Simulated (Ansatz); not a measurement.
Crystal: YbB2.

```
CELL_PARAMETERS angstrom
3.25030 0.00000 0.00000
-1.62515 2.81484 0.00000
0.00000 0.00000 3.73150
ATOMIC_POSITIONS crystal
Yb 0.00000 0.00000 0.00000
B 0.66667 0.33333 0.50000
B 0.33333 0.66667 0.50000
```

Base run:

| Item | Value |
| --- | --- |
| Program | Ansatz 0.2.0 |
| Functional | PBE |
| Potentials or basis | Ansatz PAW |
| Cutoff | 420 eV (not typed: the program's choice for these potentials) |
| k mesh | 8 × 8 × 6 |
| Occupations | fermi-dirac, width 0.05 eV |
| Spin | collinear spin, ferromagnetic start |
| Starting moments | [1.5, 0.0, 0.0] μB |
| Fixed moment | 1.5 μB |

Its results: pressure 0.7 GPa; site moments Yb +0.79; B +0.10 μB.

**Question.** The run is repeated on the same cell with these changes: fixed moment from 1.5 μB to 0.8 μB; moments at the start from [1.5, 0.0, 0.0] to [0.8, 0.0, 0.0]. What comes out?

**Answer.** Pressure 1.8 GPa; site moments Yb +0.52; B +0.04 μB.

Caveats: the total moment is fixed, so each spin has its own Fermi level; the thresholds are loose for stress.
